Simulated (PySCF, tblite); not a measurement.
# C₂₄H₁₆B₂: electronic excitations, NMR shifts

Wanted: electronic excitations, NMR shifts for C₂₄H₁₆B₂ (`C1=Cc2ccc3c4c(ccc(c24)B1c1ccccc1)B3c1ccccc1`).

Computed with tblite 0.8.0 and PySCF 2.14.0 and routines of our own; the level stands in each step. Atoms count from 0.

## (1) The starting structure

42 atoms, charge 0, multiplicity 1; geometry from: force field, distance geometry or constructed start.

## (2) Relaxing the molecule with GFN2-xTB

Job settings and geometry (Å):

```
{"job": {"kind": "relax", "xc": "GFN2-xTB", "basis": "xTB"}, "charge": 0, "multiplicity": 1}
C      2.834500     2.411600    -0.373000
C      1.709700     3.112300    -0.674600
C      0.381800     2.464300    -0.674400
C     -0.852700     3.193100    -0.948200
C     -2.138800     2.532600    -0.871400
C     -2.124700     1.176400    -0.542100
C     -0.921600     0.583900    -0.334400
C     -1.334900    -0.653700     0.028300
C     -0.371300    -1.596500     0.404800
C      0.994400    -1.140300     0.394500
C      1.335200     0.212600    -0.010300
C      0.299400     1.091900    -0.364800
B      2.776200     0.858700    -0.021400
C      4.112300     0.038100     0.193500
C      5.178000     0.622300     0.899800
C      6.366100    -0.095900     1.094700
C      6.501500    -1.384100     0.568400
C      5.447700    -1.965000    -0.149800
C      4.258300    -1.250400    -0.336900
B     -2.791400    -0.184300    -0.223900
C     -4.242800    -0.774600    -0.145000
C     -4.433700    -2.117100     0.220800
C     -5.722700    -2.642000     0.298700
C     -6.833700    -1.844600    -0.004400
C     -6.641000    -0.501600    -0.368600
C     -5.356000     0.027000    -0.439400
H      3.787600     2.919900    -0.390800
H      1.793800     4.163900    -0.902300
H     -0.811000     4.244200    -1.181400
H     -3.061500     3.065100    -1.051500
H     -0.640200    -2.594900     0.712200
H      1.766700    -1.820400     0.720700
H      5.094200     1.613300     1.315400
H      7.187700     0.349300     1.642600
H      7.422900    -1.934400     0.709700
H      5.558600    -2.952800    -0.567100
H      3.469900    -1.703500    -0.932700
H     -3.586200    -2.753000     0.450000
H     -5.871900    -3.684600     0.575700
H     -7.834400    -2.247000     0.053800
H     -7.496500     0.116600    -0.593900
H     -5.213700     1.059500    -0.723800
```

On the command line:

```
$ OMP_NUM_THREADS=1 python large_run.py task.json out
```

One launch serves the whole session: the jobs run in the order shown.

The log of the run:

```text
step      E/eV     max force
  0   -1683.64444    4.416
  1   -1684.16940    1.691
  2   -1684.26682    0.564
  3   -1684.31012    0.487
  4   -1684.35280    0.459
  5   -1684.37476    0.350
  6   -1684.38824    0.258
  7   -1684.40032    0.218
  8   -1684.40803    0.178
  9   -1684.41186    0.104
 10   -1684.41424    0.090
 11   -1684.41616    0.085
 12   -1684.41725    0.047
 13   -1684.41779    0.034
 14   -1684.41820    0.044
 15   -1684.41864    0.049
 16   -1684.41910    0.040
 17   -1684.41956    0.040
 18   -1684.41998    0.036
 19   -1684.42032    0.037
 20   -1684.42053    0.031
 21   -1684.42067    0.023
 22   -1684.42080    0.025
 23   -1684.42094    0.029
 24   -1684.42109    0.026
 25   -1684.42121    0.020
```

Wall time 1.4 s (1 thread of Arm Neoverse N1, shared host); peak memory 0.18 GiB.

Along the way:

```
step  energy from step 0 (eV)  largest force (eV/Å)
   0                   0.0000                4.4168
   1                  -0.5250                1.6908
   2                  -0.6224                0.5646
   3                  -0.6657                0.4872
   4                  -0.7084                0.4595
   5                  -0.7303                0.3491
   6                  -0.7438                0.2590
   7                  -0.7559                0.2179
   8                  -0.7636                0.1776
   9                  -0.7674                0.1041
  10                  -0.7698                0.0903
  11                  -0.7717                0.0851
  12                  -0.7728                0.0474
  13                  -0.7733                0.0340
  15                  -0.7742                0.0490
  16                  -0.7747                0.0403
  17                  -0.7751                0.0400
  18                  -0.7755                0.0361
  19                  -0.7759                0.0373
  21                  -0.7762                0.0224
  22                  -0.7764                0.0248
  23                  -0.7765                0.0293
  24                  -0.7767                0.0252
  25                  -0.7768                0.0203
```

Distances of close pairs at the start and the end, largest changes first:

```
  bond  before (Å)  after (Å)  change (Å)
 C2–C3       1.459      1.399      -0.061
 C6–C7       1.354      1.412      +0.058
 C5–C6       1.357      1.414      +0.057
C9–C10       1.453      1.401      -0.052
C6–C11       1.323      1.374      +0.051
C0–B12       1.593      1.548      -0.045
 C1–C2       1.478      1.435      -0.042
 C3–C4       1.448      1.409      -0.039
```

The final coordinates are the input of the step that follows.

## (3) Electronic excitations: TDDFT B3LYP/def2-SVP

Job settings and geometry (Å):

```
{"job": {"kind": "uv", "basis": "def2-SVP", "grid": 1, "kgrid": 0, "vcut": 1.5, "nstates": 6, "ntriplets": 2, "tda": false, "delta": ["ip_vertical"], "pop": true, "xc": "B3LYP"}, "charge": 0, "multiplicity": 1}
C      2.803880     2.364891    -0.370138
C      1.693036     3.084148    -0.666579
C      0.392644     2.476232    -0.662872
C     -0.807784     3.143423    -0.926946
C     -2.085855     2.552159    -0.882413
C     -2.184826     1.212378    -0.561035
C     -0.947299     0.577197    -0.305104
C     -1.359630    -0.728039     0.040692
C     -0.331115    -1.573987     0.406102
C      0.989865    -1.079763     0.388022
C      1.374198     0.216987     0.021982
C      0.322445     1.100586    -0.327466
B      2.785578     0.852738    -0.038579
C      4.110145     0.051589     0.172481
C      5.179581     0.598959     0.887405
C      6.352084    -0.104233     1.089303
C      6.494770    -1.379327     0.567692
C      5.455766    -1.941755    -0.154755
C      4.282573    -1.236040    -0.344614
B     -2.832437    -0.193130    -0.218775
C     -4.255429    -0.778433    -0.146540
C     -4.471811    -2.114278     0.217241
C     -5.746604    -2.641457     0.289104
C     -6.843218    -1.845138    -0.001964
C     -6.657223    -0.520323    -0.365031
C     -5.381196     0.004067    -0.436007
H      3.746047     2.903192    -0.398449
H      1.750417     4.140257    -0.910902
H     -0.749736     4.197625    -1.170341
H     -2.949086     3.170141    -1.091019
H     -0.499199    -2.597127     0.716398
H      1.771445    -1.760132     0.702155
H      5.076754     1.591271     1.304751
H      7.161129     0.344473     1.648690
H      7.412817    -1.928821     0.717494
H      5.561617    -2.934383    -0.569940
H      3.486197    -1.679648    -0.926246
H     -3.619646    -2.737982     0.444776
H     -5.890858    -3.674011     0.573572
H     -7.840767    -2.256058     0.055611
H     -7.512311     0.100754    -0.590639
H     -5.241131     1.036917    -0.719803
```

Method: TDDFT B3LYP/def2-SVP, vertical, gas phase, core orbitals frozen in the response, virtual orbitals cut by energy.

The log of the run:

```text
start: PBE on a coarse grid of 36027 points
cycle   1  E = -971.5077161081  dE =  3.997e+00  |g| = 8.260e-01  |ddm| = 9.817e+00
cycle   2  E = -971.2547302775  dE =  2.530e-01  |g| = 1.232e+00  |ddm| = 3.216e+00
cycle   3  E = -971.6352279776  dE = -3.805e-01  |g| = 5.225e-01  |ddm| = 2.466e+00
cycle   4  E = -971.7205816692  dE = -8.535e-02  |g| = 1.317e-01  |ddm| = 8.296e-01
cycle   5  E = -971.7240164435  dE = -3.435e-03  |g| = 8.353e-02  |ddm| = 2.869e-01
cycle   6  E = -971.7259214428  dE = -1.905e-03  |g| = 2.779e-02  |ddm| = 1.294e-01
cycle   7  E = -971.7261107392  dE = -1.893e-04  |g| = 1.252e-02  |ddm| = 5.079e-02
cycle   8  E = -971.7261572431  dE = -4.650e-05  |g| = 4.096e-03  |ddm| = 2.104e-02
final grid: 158479 points
cycle   9  E = -973.1938277112  dE = -8.524e-03  |g| = 3.169e-02  |ddm| = 5.188e-01
cycle  10  E = -973.1937511914  dE =  7.652e-05  |g| = 3.577e-02  |ddm| = 1.229e-01
cycle  11  E = -973.1940902902  dE = -3.391e-04  |g| = 1.469e-02  |ddm| = 6.921e-02
cycle  12  E = -973.1941544181  dE = -6.413e-05  |g| = 3.387e-03  |ddm| = 2.387e-02
cycle  13  E = -973.1941530053  dE =  1.413e-06  |g| = 1.969e-03  |ddm| = 6.869e-03
cycle  14  E = -973.1941568880  dE = -3.883e-06  |g| = 5.732e-04  |ddm| = 3.139e-03
cycle  15  E = -973.1941585425  dE = -1.654e-06  |g| = 1.499e-04  |ddm| = 9.729e-04
cycle  16  E = -973.1941573246  dE =  1.218e-06  |g| = 6.979e-05  |ddm| = 4.225e-04
converged SCF energy = -973.1941573246
Vertical ionisation energy (delta-SCF) = 7.4252 eV   <S^2> = 0.765

Static polarisability (au): isotropic 314.115, principal 126.746 309.171 506.429

Singlet excitations
state   eV       nm        f      main configurations
  1   3.1100    398.7   0.14682   H->L 0.57, H->L+1 0.36
  2   3.2079    386.5   0.18612   H->L+1 0.57, H->L 0.35
  3   3.6871    336.3   0.04065   H-3->L 0.56, H-2->L 0.35
  4   3.7260    332.8   0.00245   H-1->L 0.97
  5   3.8176    324.8   0.00848   H-2->L 0.52, H-3->L 0.32
  6   4.0554    305.7   0.02728   H-4->L 0.47, H-3->L+1 0.20, H-2->L+1 0.18

Triplet excitations (Tamm-Dancoff, eV): 2.2514 2.8178
```

Run time: 7.8 min. Hardware: 1 thread of Arm Neoverse N1, shared host; peak memory 0.73 GiB.

The orbitals next to the gap, with their largest atomic shares:

```
orbital     eV                         atoms
 HOMO−4  -7.07     C9 13 %, C3 11 %, C6 10 %
 HOMO−3  -7.02     C8 23 %, C11 22 %, C1 8 %
 HOMO−2  -6.90   C13 23 %, C16 22 %, B12 8 %
 HOMO−1  -6.84  C15 25 %, C18 25 %, C17 23 %
   HOMO  -6.07     C0 13 %, C2 13 %, C5 12 %
   LUMO  -2.54    B12 18 %, C9 13 %, C7 12 %
 LUMO+1  -2.30    B19 35 %, C23 10 %, C6 7 %
 LUMO+2  -0.52    C11 14 %, C4 13 %, C23 7 %
 LUMO+3  -0.46  C24 17 %, C21 17 %, C25 13 %
```

With each of the 6 states as a Gaussian band of 0.4 eV half-width at 1/e, the curve within the window shown has maxima at 390 nm (ε 14,000) L/(mol cm). Beyond the last state computed it falls off for lack of states. The curve at chosen wavelengths:

nm, ε (L/mol/cm) and a bar:
```
      285        797 
      293       1296 #
      302       1921 ###
      310       2488 ####
      318       3080 #####
      327       3879 #######
      335       4834 #########
      344       6289 #############
      352       7898 #################
      360       9655 #####################
      369      11515 #########################
      377      12790 ############################
      385      13514 ##############################
      394      13574 ##############################
      402      12996 #############################
      410      11946 ##########################
      419      10401 #######################
      427       8883 ###################
      435       7370 ###############
      444       5794 ############
      452       4568 #########
      461       3414 ######
      469       2589 ####
      477       1933 ###
      486       1371 #
      494        998
```

Ground-state properties from the same run:

```
           property  computed
  dipole moment (D)      2.56
polarisability (Å³)     46.55
 HOMO–LUMO gap (eV)      3.53
      −ε(HOMO) (eV)      6.07
```

## (4) NMR shifts: GIAO KT3/pcSseg-1

Settings changed since step 3:

```diff
@@ -1,2 +1,2 @@
-{"job": {"kind": "uv", "basis": "def2-SVP", "grid": 1, "kgrid": 0, "vcut": 1.5, "nstates": 6, "ntriplets": 2, "tda": false, "delta": ["ip_vertical"], "pop": true, "xc": "B3LYP"}, "charge": 0, "multiplicity": 1}
+{"job": {"kind": "nmr", "xc": "KT3", "basis": "pcSseg-1", "pop": false}, "charge": 0, "multiplicity": 1}
 C      2.803880     2.364891    -0.370138
```

Level: GIAO KT3/pcSseg-1 NMR shielding, non-relativistic, gas phase.

The log of the run:

```text
start: PBE on a coarse grid of 36027 points
cycle   1  E = -972.0697423727  dE =  4.216e+00  |g| = 8.885e-01  |ddm| = 7.397e+00
cycle   2  E = -971.7851608903  dE =  2.846e-01  |g| = 1.320e+00  |ddm| = 3.081e+00
cycle   3  E = -972.2146825908  dE = -4.295e-01  |g| = 5.347e-01  |ddm| = 2.351e+00
cycle   4  E = -972.3020752185  dE = -8.739e-02  |g| = 1.367e-01  |ddm| = 7.541e-01
cycle   5  E = -972.3059706105  dE = -3.895e-03  |g| = 7.988e-02  |ddm| = 2.452e-01
cycle   6  E = -972.3076374513  dE = -1.667e-03  |g| = 2.868e-02  |ddm| = 1.103e-01
cycle   7  E = -972.3078322406  dE = -1.948e-04  |g| = 1.275e-02  |ddm| = 4.844e-02
cycle   8  E = -972.3078812130  dE = -4.897e-05  |g| = 4.361e-03  |ddm| = 1.941e-02
final grid: 336694 points
cycle   9  E = -990.1484198697  dE = -5.944e-02  |g| = 3.350e-02  |ddm| = 1.427e+00
cycle  10  E = -990.1476133238  dE =  8.065e-04  |g| = 6.013e-02  |ddm| = 1.523e-01
cycle  11  E = -990.1486266628  dE = -1.013e-03  |g| = 2.041e-02  |ddm| = 1.148e-01
cycle  12  E = -990.1487318454  dE = -1.052e-04  |g| = 9.388e-03  |ddm| = 3.230e-02
cycle  13  E = -990.1487567499  dE = -2.490e-05  |g| = 2.362e-03  |ddm| = 1.465e-02
cycle  14  E = -990.1487571992  dE = -4.493e-07  |g| = 9.296e-04  |ddm| = 3.953e-03
cycle  15  E = -990.1487563190  dE =  8.802e-07  |g| = 4.394e-04  |ddm| = 1.458e-03
cycle  16  E = -990.1487555894  dE =  7.296e-07  |g| = 1.906e-04  |ddm| = 7.243e-04
cycle  17  E = -990.1487568941  dE = -1.305e-06  |g| = 6.323e-05  |ddm| = 3.147e-04
converged SCF energy = -990.1487568941

GIAO shielding tensors (ppm)
atom      isotropic    diamagn.    paramagn.     s11        s22        s33       span
  0 C       47.145     263.340    -216.195    -61.073     35.599    166.909    227.982
  1 C       45.587     248.122    -202.535    -51.761     42.692    145.831    197.592
  2 C       58.496     260.212    -201.716     -6.414      2.245    179.657    186.070
  3 C       55.877     250.754    -194.877    -31.372     42.045    156.958    188.331
  4 C       66.314     262.162    -195.848    -15.343     48.206    166.079    181.422
  5 C       39.021     261.751    -222.731    -47.838    -16.825    181.725    229.563
  6 C       26.378     270.445    -244.067    -52.481    -47.097    178.713    231.194
  7 C       36.836     258.140    -221.303    -48.554    -24.566    183.628    232.182
  8 C       65.774     261.176    -195.402    -17.456     48.061    166.716    184.172
  9 C       46.352     261.004    -214.652    -49.946     21.034    167.968    217.913
 10 C       56.781     257.101    -200.320    -27.475     -5.099    202.919    230.393
 11 C       69.107     254.996    -185.889     -4.498     12.169    199.650    204.148
 12 B       60.572     198.913    -138.341     26.426     36.125    119.164     92.737
 13 C       47.237     258.998    -211.762    -31.372    -11.283    184.366    215.738
 14 C       56.870     248.675    -191.805    -46.758     48.812    168.556    215.313
 15 C       62.905     248.581    -185.677    -38.673     55.534    171.853    210.527
 16 C       61.972     250.348    -188.376    -39.591     52.950    172.556    212.146
 17 C       63.458     250.197    -186.739    -37.822     56.912    171.283    209.105
 18 C       53.532     254.815    -201.282    -47.472     44.605    163.464    210.936
 19 B       50.494     204.964    -154.470     19.981     50.663     80.837     60.855
 20 C       54.235     259.617    -205.382    -24.140      0.882    185.962    210.102
 21 C       51.180     250.982    -199.802    -49.481     36.810    166.212    215.693
 22 C       62.516     249.075    -186.559    -38.193     53.986    171.756    209.949
 23 C       56.766     249.644    -192.877    -44.595     43.010    171.883    216.478
 24 C       62.562     248.046    -185.483    -38.064     53.977    171.774    209.837
 25 C       51.333     247.433    -196.100    -49.481     36.999    166.482    215.963
 26 H       23.697      31.308      -7.612     19.854     21.856     29.381      9.526
 27 H       23.340      32.240      -8.899     18.818     23.593     27.611      8.793
 28 H       23.475      33.699     -10.224     18.179     24.216     28.029      9.850
 29 H       23.500      32.831      -9.331     17.713     25.443     27.344      9.631
 30 H       23.376      36.425     -13.049     17.365     24.867     27.895     10.530
 31 H       22.706      38.563     -15.857     15.717     22.365     30.037     14.321
 32 H       23.663      33.784     -10.120     18.886     23.111     28.993     10.108
 33 H       24.178      25.889      -1.711     20.629     24.852     27.054      6.425
 34 H       24.243      24.834      -0.592     20.949     25.108     26.671      5.721
 35 H       24.188      30.597      -6.409     20.592     24.578     27.392      6.800
 36 H       23.826      38.518     -14.692     18.653     22.790     30.036     11.382
 37 H       23.214      37.337     -14.123     18.083     23.246     28.314     10.231
 38 H       24.082      28.666      -4.583     20.333     24.672     27.242      6.909
 39 H       24.060      23.254       0.806     20.725     24.625     26.830      6.104
 40 H       24.084      25.784      -1.700     20.353     24.727     27.171      6.818
 41 H       23.221      33.939     -10.718     18.137     23.200     28.328     10.191
```

It took 2 min on 1 thread of Arm Neoverse N1, shared host; peak memory 0.76 GiB.

The references, computed at this level on geometries of the same kind, shield at (ppm): ¹H TMS 31.76, ¹³C TMS 184.7, ¹¹B BF3·OEt2 100.0. Their shielding less the atom's gives the shift. The references are single molecules in the gas phase. Atoms listed in one row are averaged.

```
   atoms                                environment  σ (ppm)  δ (ppm)
      C6                ring-fusion aromatic carbon     26.4    158.3
      C7                substituted aromatic carbon     36.8    147.9
      C5                substituted aromatic carbon     39.0    145.7
      C1                                  alkene CH     45.6    139.1
      C9                                aromatic CH     46.4    138.4
      C0                                  alkene CH     47.1    137.6
     C13                substituted aromatic carbon     47.2    137.5
C21, C25                                aromatic CH     51.3    133.5
     C20                substituted aromatic carbon     54.2    130.5
C14, C18                                aromatic CH     55.2    129.5
      C3                                aromatic CH     55.9    128.8
     C23                                aromatic CH     56.8    128.0
     C10                substituted aromatic carbon     56.8    127.9
      C2                substituted aromatic carbon     58.5    126.2
     C16                                aromatic CH     62.0    122.8
C22, C24                                aromatic CH     62.5    122.2
C15, C17                                aromatic CH     63.2    121.5
      C8                                aromatic CH     65.8    118.9
      C4                                aromatic CH     66.3    118.4
     C11                ring-fusion aromatic carbon     69.1    115.6
     H31                 hydrogen on an aromatic CH    22.71     9.05
H37, H41                 hydrogen on an aromatic CH    23.22     8.54
     H27                   hydrogen on an alkene CH    23.34     8.42
     H30                 hydrogen on an aromatic CH    23.38     8.38
     H28                 hydrogen on an aromatic CH    23.47     8.29
     H29                 hydrogen on an aromatic CH    23.50     8.26
     H26                   hydrogen on an alkene CH    23.70     8.06
H32, H36                 hydrogen on an aromatic CH    23.74     8.02
     H39                 hydrogen on an aromatic CH    24.06     7.70
H38, H40                 hydrogen on an aromatic CH    24.08     7.68
H33, H35                 hydrogen on an aromatic CH    24.18     7.58
     H34                 hydrogen on an aromatic CH    24.24     7.52
     B19  boron bonded to 3 C, in a 4-membered ring     50.5     49.5
     B12  boron bonded to 3 C, in a 6-membered ring     60.6     39.4
```

Ring of atoms C0, C1, C2, C10, C11, B12: NICS(0) 1.5, NICS(1) -3.4, NICS(1)zz -5.1 ppm (means of both faces).

Ring of atoms C2, C3, C4, C5, C6, C11: NICS(0) -6.9, NICS(1) -10.4, NICS(1)zz -24.7 ppm (means of both faces).

Ring of atoms C5, C6, C7, B19: NICS(0) 6.2, NICS(1) -4.5, NICS(1)zz -1.5 ppm (means of both faces).

## (5) Outcome

| quantity | value |
| --- | --- |
| lowest singlet (B3LYP/def2-SVP) | 3.11 eV (399 nm), f = 0.147 |
| brightest single state of those computed | state 2, 3.21 eV, f = 0.186 |
| lowest triplet | 2.25 eV |
| vertical ionisation energy (ΔSCF) | 7.43 eV |
| ¹³C shifts against TMS (KT3/pcSseg-1, means over atoms taken as alike) | 158.3, 147.9, 145.7, 139.1, 138.4, 137.6, 137.5, 133.5, 130.5, 129.5, 128.8, 128.0, 127.9, 126.2 ppm and more |
| ¹H shifts against TMS (KT3/pcSseg-1, means over atoms taken as alike) | 9.05, 8.54, 8.42, 8.38, 8.29, 8.26, 8.06, 8.02, 7.70, 7.68, 7.58, 7.52 ppm |
| ¹¹B shifts against BF3·OEt2 (KT3/pcSseg-1) | 49.5, 39.4 ppm |

The lowest singlet, at 3.11 eV, is HOMO→LUMO 0.57, HOMO→LUMO+1 0.36 and is bright; of the 6 states computed, the strongest absorption comes from state 2 at 3.21 eV. The lowest triplet lies 0.86 eV below the lowest singlet (triplets in Tamm-Dancoff, singlets in full TDDFT). ΔSCF puts the ionisation energy at 7.43 eV, 1.36 eV above −ε(HOMO). NICS(1)zz of -25 ppm above the planar ring from C2 marks a diatropic (aromatic) ring current.
